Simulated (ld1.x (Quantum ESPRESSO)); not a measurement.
**Pseudopotential generation for F: RRKJ, PBE**

Do these settings give a usable potential? It is generated, then checked for transferability, scattering, ghosts and hardness.

Method: ld1.x (Quantum ESPRESSO) 7.5, PBE, scalar-relativistic.

## Step 1: Settings

Typed settings, in words:

```
element                 : fluorine (F, Z = 9)
type                    : norm-conserving RRKJ (Kleinman–Bylander form)
frozen core             : [He]
valence charge          : 7
reference configuration : 2s2 2p5
partial waves           : 2s (bound): rc 0.65 bohr; 2p (bound): rc 1.90 bohr; 3d channel at -0.1 Ry: rc 1.95 bohr
local potential         : all-electron potential smoothed inside 0.95 bohr (lloc = -1)
core correction         : a·sin(br)/r model core inside 0.40 bohr
```

## Step 2: Generation

F.in

```
 &input
   title='F', zed=9., rel=1, dft='PBE', iswitch=3,
   config='[He] 2s2 2p5 3d-2',
   nld=3, rlderiv=2.15, eminld=-4.0, emaxld=5.0, deld=0.02
 /
 &inputp
   pseudotype=2, tm=.false., lloc=-1, rcloc=0.95,
   nlcc=.true., rcore=0.40,
   file_pseudopw='F.UPF', file_wfcaegen='ae.wfc', file_wfcncgen='nc.wfc', file_beta='beta', file_chi='chi'
 /
3
2S  1  0   2.00   0.00  0.65  0.65  0.0
2P  2  1   5.00   0.00  1.90  1.90  0.0
3D  3  2  -2.00  -0.10  1.95  1.95  0.0
 &test
   configts(1)='2s2 2p5'
 /
```

Started as:

```
$ ld1.x < F.in > F.out
```

The output, F.out (without the banner and most projector matrices):

```text
     Program LD1 v.7.5
     --------------------------- All-electron run ----------------------------

     F
     scalar relativistic calculation

     atomic number is  9.00
     dft =PBE   lsd =0 sic =0 latt =0  beta=0.20 tr2=1.0E-14
     Exchange-correlation= PBE
                           (   1   4   3   4   0   0   0)
     mesh =1105 r(mesh) =  99.76081 a.u. xmin = -7.00 dx = 0.01250
     1 Ry =  13.60569312 eV, c = 137.03599908

     n l     nl                  e(Ry)          e(Ha)          e(eV)
     1 0     1S 1( 2.00)       -48.7570       -24.3785      -663.3734
     2 0     2S 1( 2.00)        -2.1976        -1.0988       -29.8996
     2 1     2P 1( 5.00)        -0.8167        -0.4083       -11.1117

     final scf error:  6.3E-15 reached in  26 iterations

     Etot =    -199.489330 Ry,     -99.744665 Ha,   -2714.190600 eV

     Ekin =     199.322998 Ry,      99.661499 Ha,    2711.927538 eV
     Encl =    -477.724055 Ry,    -238.862027 Ha,   -6499.766885 eV
     Eh   =      99.339620 Ry,      49.669810 Ha,    1351.584389 eV
     Exc  =     -20.427893 Ry,     -10.213946 Ha,    -277.935642 eV

     normalization and overlap integrals

     s(1S/1S) =  1.000000  <r> =   0.1763  <r2> =    0.0420  r(max) =   0.1139
     s(2S/2S) =  1.000000  <r> =   1.0034  <r2> =    1.2282  r(max) =   0.7617
     s(2P/2P) =  1.000000  <r> =   1.1050  <r2> =    1.6384  r(max) =   0.7066

     ------------------------ End of All-electron run ------------------------

     --------------------- Generating NC pseudopotential ---------------------

      Generating local potential from pseudized AE potential:
      Matching radius rcloc =   0.9500

      Local pseudo, rcloc= 0.954 Estimated cut-off energy=    27.04 Ry

      Computing core charge for nlcc:

       r > 0.40 : true rho core
       r < 0.40 : rho core = a sin(br)/r    a=   4.85  b=   6.66

      Integrated core pseudo-charge :   0.38

      Wfc   2S  rcut= 0.656  Estimated cut-off energy=      283.43 Ry
      This function has    0 nodes for 0 < r <    0.656

      Wfc   2P  rcut= 1.921  Estimated cut-off energy=       48.79 Ry
      This function has    0 nodes for 0 < r <    1.921

      Wfc   3D  rcut= 1.969  Estimated cut-off energy=       56.63 Ry
      This function has    0 nodes for 0 < r <    1.969

     ------------------- End of pseudopotential generation -------------------

     [... the all-electron block is printed once more ...]


     Computing logarithmic derivative in   2.16311
     Computing logarithmic derivative in   2.16311
     Computing the partial wave expansion
     R is outside the sphere for l=    0 j= 0.00
     R is outside the sphere for l=    1 j= 0.00
     R is outside the sphere for l=    2 j= 0.00

     ---------------------- Testing the pseudopotential ----------------------

     F
     scalar relativistic calculation

     atomic number is  9.00   valence charge is  7.00
     dft =PBE   lsd =0 sic =0 latt =0  beta=0.20 tr2=1.0E-14
     mesh =1105 r(mesh) =  99.76081 xmin = -7.00 dx = 0.01250

     n l     nl             e AE (Ry)        e PS (Ry)    De AE-PS (Ry)
     1 0     2S   1( 2.00)       -2.19758       -2.19761        0.00003
     2 1     2P   1( 5.00)       -0.81670       -0.81670        0.00000

     eps = 4.7E-17  iter =  4

     Etot =    -199.489330 Ry,     -99.744665 Ha,   -2714.190600 eV
     Etotps =   -46.458436 Ry,     -23.229218 Ha,    -632.099224 eV

     Ekin =      27.203070 Ry,      13.601535 Ha,     370.116626 eV
     Encl =    -100.225016 Ry,     -50.112508 Ha,   -1363.630806 eV
     Ehrt =      39.774995 Ry,      19.887498 Ha,     541.166380 eV
     Ecxc =      -9.419672 Ry,      -4.709836 Ha,    -128.161167 eV
     (Ecc =      -0.692977 Ry,      -0.346489 Ha,      -9.428435 eV)
     Epseu=      -3.791814 Ry,      -1.895907 Ha,     -51.590257 eV

     ---------------------- End of pseudopotential test ----------------------
```

It took 0.91 s on 1 thread of Neoverse-V1, shared host. This counts the later configuration tests of the new file too.

Partial waves on a coarse radial grid (AE all-electron, PS pseudo):

```
r (bohr)   2p AE   2p PS
   0.098  0.1343  0.0322
   0.195  0.3621  0.1232
   0.292  0.5688  0.2602
   0.390  0.7252  0.4266
   0.488  0.8282  0.5990
   0.585  0.8845  0.7548
   0.682  0.9052  0.8787
   0.780  0.9000  0.9606
   0.878  0.8766  0.9952
   0.975  0.8419  0.9861
   1.072  0.8003  0.9425
   1.170  0.7545  0.8750
   1.268  0.7071  0.7965
   1.365  0.6602  0.7182
   1.463  0.6139  0.6457
   1.560  0.5698  0.5841
   1.658  0.5273  0.5320
   1.755  0.4876  0.4885
   1.852  0.4503  0.4503
   1.950  0.4150  0.4150
   2.047  0.3826  0.3826
   2.145  0.3521  0.3521
   2.242  0.3242  0.3242
   2.340  0.2982  0.2982
   2.438  0.2741  0.2741
   2.535  0.2521  0.2521
```

## Step 3: Testing the new file in other configurations

F.test.in

```
 &input
   title='F', zed=9., rel=1, dft='PBE', iswitch=2,
   config='[He] 2s2 2p5 3d-2'
 /
 &test
   file_pseudo='F.UPF', nconf=8,
   configts(1)='2s2 2p5',
   configts(2)='2s2 2p4',
   configts(3)='2s2 2p3',
   configts(4)='2s2 2p2',
   configts(5)='2s2 2p1',
   configts(6)='2s1 2p6',
   configts(7)='2s1 2p5',
   configts(8)='2s2 2p5.3'
 /
```

Started as:

```
$ ld1.x < F.test.in > F.test.out
```

F.test.out, the pseudopotential blocks, each with the warnings that came before it:

```text
     ---------------------- Testing the pseudopotential ----------------------

     F
     scalar relativistic calculation

     atomic number is  9.00   valence charge is  7.00
     dft =PBE   lsd =0 sic =0 latt =0  beta=0.20 tr2=1.0E-14
     mesh =1105 r(mesh) =  99.76081 xmin = -7.00 dx = 0.01250

     n l     nl             e AE (Ry)        e PS (Ry)    De AE-PS (Ry)
     1 0     2S   1( 2.00)       -2.19758       -2.19761        0.00003
     2 1     2P   1( 5.00)       -0.81670       -0.81670        0.00000

     eps = 9.0E-18  iter = 12

     Etot =    -199.489330 Ry,     -99.744665 Ha,   -2714.190600 eV
     Etotps =   -46.458436 Ry,     -23.229218 Ha,    -632.099224 eV

     Ekin =      27.203070 Ry,      13.601535 Ha,     370.116626 eV
     Encl =    -100.225016 Ry,     -50.112508 Ha,   -1363.630806 eV
     Ehrt =      39.774995 Ry,      19.887498 Ha,     541.166380 eV
     Ecxc =      -9.419672 Ry,      -4.709836 Ha,    -128.161167 eV
     (Ecc =      -0.692977 Ry,      -0.346489 Ha,      -9.428435 eV)
     Epseu=      -3.791814 Ry,      -1.895907 Ha,     -51.590257 eV

     ---------------------- End of pseudopotential test ----------------------

     ---------------------- Testing the pseudopotential ----------------------

     F
     [...]
     n l     nl             e AE (Ry)        e PS (Ry)    De AE-PS (Ry)
     1 0     2S   1( 2.00)       -3.48292       -3.48535        0.00243
     2 1     2P   1( 4.00)       -2.08065       -2.05271       -0.02794  !

     eps = 4.4E-17  iter = 12

     Etot =    -198.064175 Ry,     -99.032088 Ha,   -2694.800384 eV
     Etotps =   -45.043110 Ry,     -22.521555 Ha,    -612.842727 eV
     dEtot_ae =       1.425155 Ry
     dEtot_ps =       1.415326 Ry,   Delta E=       0.009828 Ry

     [...]
     ---------------------- End of pseudopotential test ----------------------

     Warning: n=2, l=1 expected 0 nodes, found 1
     ---------------------- Testing the pseudopotential ----------------------

     F
     [...]
     n l     nl             e AE (Ry)        e PS (Ry)    De AE-PS (Ry)
     1 0     2S   1( 2.00)       -4.99731       -4.96745       -0.02987  !
     2 1     2P   1( 3.00)       -3.60167       -3.48059       -0.12108  !

     eps = 1.1E-15  iter =  9

     Etot =    -195.242940 Ry,     -97.621470 Ha,   -2656.415526 eV
     Etotps =   -42.289540 Ry,     -21.144770 Ha,    -575.378509 eV
     dEtot_ae =       4.246390 Ry
     dEtot_ps =       4.168896 Ry,   Delta E=       0.077494 Ry

     [...]
     ---------------------- End of pseudopotential test ----------------------

     ---------------------- Testing the pseudopotential ----------------------

     F
     [...]
     n l     nl             e AE (Ry)        e PS (Ry)    De AE-PS (Ry)
     1 0     2S   1( 2.00)       -6.70364       -6.58723       -0.11641  !
     2 1     2P   1( 2.00)       -5.34782       -5.04133       -0.30649  !

     eps = 6.7E-17  iter =  9

     Etot =    -190.786158 Ry,     -95.393079 Ha,   -2595.777923 eV
     Etotps =   -38.037798 Ry,     -19.018899 Ha,    -517.530604 eV
     dEtot_ae =       8.703171 Ry
     dEtot_ps =       8.420638 Ry,   Delta E=       0.282533 Ry

     [...]
     ---------------------- End of pseudopotential test ----------------------

     ---------------------- Testing the pseudopotential ----------------------

     F
     [...]
     n l     nl             e AE (Ry)        e PS (Ry)    De AE-PS (Ry)
     1 0     2S   1( 2.00)       -8.57765       -8.30716       -0.27049  !
     2 1     2P   1( 1.00)       -7.29740       -6.69435       -0.60305  !

     eps = 3.1E-16  iter =  9

     Etot =    -184.479831 Ry,     -92.239915 Ha,   -2509.975963 eV
     Etotps =   -32.176107 Ry,     -16.088054 Ha,    -437.778244 eV
     dEtot_ae =      15.009499 Ry
     dEtot_ps =      14.282329 Ry,   Delta E=       0.727170 Ry

     [...]
     ---------------------- End of pseudopotential test ----------------------

     ---------------------- Testing the pseudopotential ----------------------

     F
     [...]
     n l     nl             e AE (Ry)        e PS (Ry)    De AE-PS (Ry)
     1 0     2S   1( 1.00)       -2.23280       -2.25840        0.02560  !
     2 1     2P   1( 6.00)       -0.84819       -0.86591        0.01772  !

     eps = 4.6E-15  iter = 10

     Etot =    -198.106554 Ry,     -99.053277 Ha,   -2695.376983 eV
     Etotps =   -45.071697 Ry,     -22.535848 Ha,    -613.231672 eV
     dEtot_ae =       1.382775 Ry
     dEtot_ps =       1.386740 Ry,   Delta E=      -0.003964 Ry

     [...]
     ---------------------- End of pseudopotential test ----------------------

     ---------------------- Testing the pseudopotential ----------------------

     F
     [...]
     n l     nl             e AE (Ry)        e PS (Ry)    De AE-PS (Ry)
     1 0     2S   1( 1.00)       -3.49542       -3.54710        0.05168  !
     2 1     2P   1( 5.00)       -2.08974       -2.10474        0.01500  !

     eps = 8.1E-15  iter = 10

     Etot =    -196.660171 Ry,     -98.330085 Ha,   -2675.697932 eV
     Etotps =   -43.605603 Ry,     -21.802802 Ha,    -593.284456 eV
     dEtot_ae =       2.829159 Ry
     dEtot_ps =       2.852833 Ry,   Delta E=      -0.023674 Ry

     [...]
     ---------------------- End of pseudopotential test ----------------------

     ---------------------- Testing the pseudopotential ----------------------

     F
     [...]
     n l     nl             e AE (Ry)        e PS (Ry)    De AE-PS (Ry)
     1 0     2S   1( 2.00)       -1.86725       -1.86365       -0.00360
     2 1     2P   1( 5.30)       -0.49676       -0.49764        0.00088

     eps = 2.2E-15  iter = 12

     Etot =    -199.685554 Ry,     -99.842777 Ha,   -2716.860368 eV
     Etotps =   -46.654865 Ry,     -23.327432 Ha,    -634.771775 eV
     dEtot_ae =      -0.196224 Ry
     dEtot_ps =      -0.196429 Ry,   Delta E=       0.000205 Ry

     [...]
     ---------------------- End of pseudopotential test ----------------------
```

Excitation and ionisation energies from 2s2 2p5, with the error of the potential. A star marks tests that logged a warning.

```tsv
valence configuration	charge	ΔE all-electron (eV)	error AE − PS (meV)
2s2 2p4	+1	19.390	+134
2s2 2p3 *	+2	57.775	+1054
2s2 2p2	+3	118.413	+3844
2s2 2p1	+4	204.215	+9894
2s1 2p6	0	18.814	-54
2s1 2p5	+1	38.493	-322
2s2 2p5.3	-0.3	-2.670	+2.8
```

## Step 4: Logarithmic derivatives

Taken from the files of the generation run. The phase is arctan(r·u′/u) with u = r·R, unwrapped, with energies in Ry. A pole is an energy at which the radial function vanishes at the test radius. The pseudo phase is shifted by a multiple of π to meet the all-electron one at the reference energy. Levels narrower than the energy grid can be missing from the poles. The last column is the largest difference on the grid between −1 and +1 Ry.

| channel | radius (bohr) | reference (Ry) | poles AE | poles PS | window around the reference with phases within 0.05 rad (Ry) | largest difference near zero (rad) |
| --- | --- | --- | --- | --- | --- | --- |
| s | 2.16 | -2.20 | -2.00 | -2.00 | the whole range | 0.001 |
| p | 2.16 | -0.82 | -0.53 | -0.52 | below 1.1 | 0.029 |
| d | 2.16 | -0.10 | 4.83 | 4.91 | the whole range | 0.000 |

Phases (rad) along the scan:

```
E (Ry)    p AE    p PS    d AE    d PS
 -4.00   1.335   1.335   1.365   1.365
 -3.52   1.317   1.318   1.355   1.355
 -3.04   1.294   1.295   1.343   1.343
 -2.56   1.262   1.264   1.329   1.329
 -2.08   1.211   1.214   1.312   1.312
 -1.60   1.105   1.109   1.291   1.291
 -1.12   0.602   0.611   1.265   1.265
 -0.64  -1.461  -1.459   1.231   1.231
 -0.16  -1.743  -1.736   1.184   1.184
  0.32  -1.862  -1.847   1.115   1.115
  0.80  -1.975  -1.946   1.005   1.005
  1.28  -2.136  -2.072   0.801   0.802
  1.76  -2.434  -2.275   0.368   0.373
  2.24  -3.054  -2.661  -0.398  -0.385
  2.72  -3.809  -3.324  -0.979  -0.968
  3.20  -4.217  -3.915  -1.253  -1.244
  3.68  -4.412  -4.229  -1.396  -1.388
  4.16  -4.522  -4.393  -1.485  -1.477
  4.64  -4.593  -4.492  -1.549  -1.541
```

## Step 5: Cutoff and ghost test in a Bessel basis

This step uses the generator's waves and projectors in a separate script. Basis: spherical Bessel functions vanishing at 20 bohr, q² up to the cutoff; potential fixed at the reference.

All-electron valence levels (Ry): 2s -2.1976, 2p -0.8167. The lowest levels of each channel (Ry) by cutoff; the last column sums, over occupied levels, occupation times the distance from the level at 400 Ry. A positive value at high cutoff is not a bound level.

```
cutoff (Ry)     s #1     p #1    d #1    f #1  Σ f·Δε (mRy)
          8  -1.7499  -0.0511  0.0806  0.1213        4723.2
         21  -1.8061  -0.6801  0.0806  0.1213        1466.3
         45  -1.9898  -0.8165  0.0806  0.1213         416.8
         80  -2.1420  -0.8167  0.0806  0.1213         111.3
        140  -2.1929  -0.8167  0.0806  0.1213           9.4
        200  -2.1972  -0.8167  0.0806  0.1213           0.9
        260  -2.1976  -0.8167  0.0806  0.1213           0.1
        400  -2.1976  -0.8167  0.0806  0.1213           0.0
```

The sum stays within 10 mRy from 140 Ry and within 1 mRy from 200 Ry. The sum leaves out empty levels, which can need more. Ghost test: no level below the all-electron spectrum of its channel (s, p, d, f tested).

## Step 6: Outcome

| quantity | value |
| --- | --- |
| cutoffs for 10 and 1 mRy, occupied levels | 140 Ry and 200 Ry |
| bound ghosts | none found |
| largest test error (AE − PS) | +9894 meV, for 2s2 2p1 |
| largest phase difference near zero energy, channels read | 0.029 rad |

The worst unpolarised test, 2s2 2p1, is off by 9894 meV on 204.2 eV; by total energies transferability rates as poor. That test lies far up in energy; among those under 40 eV, nearer to bonding, the largest error is 322 meV. The potential is very hard: the looser tolerance needs 140 Ry. The slowest occupied level is 2s: taken alone it needs 200 Ry to come within 1 mRy, against 40 Ry for 2p. No bound ghost shows below the valence levels. Near zero energy the phases of the channels with partial waves agree within 0.029 rad.
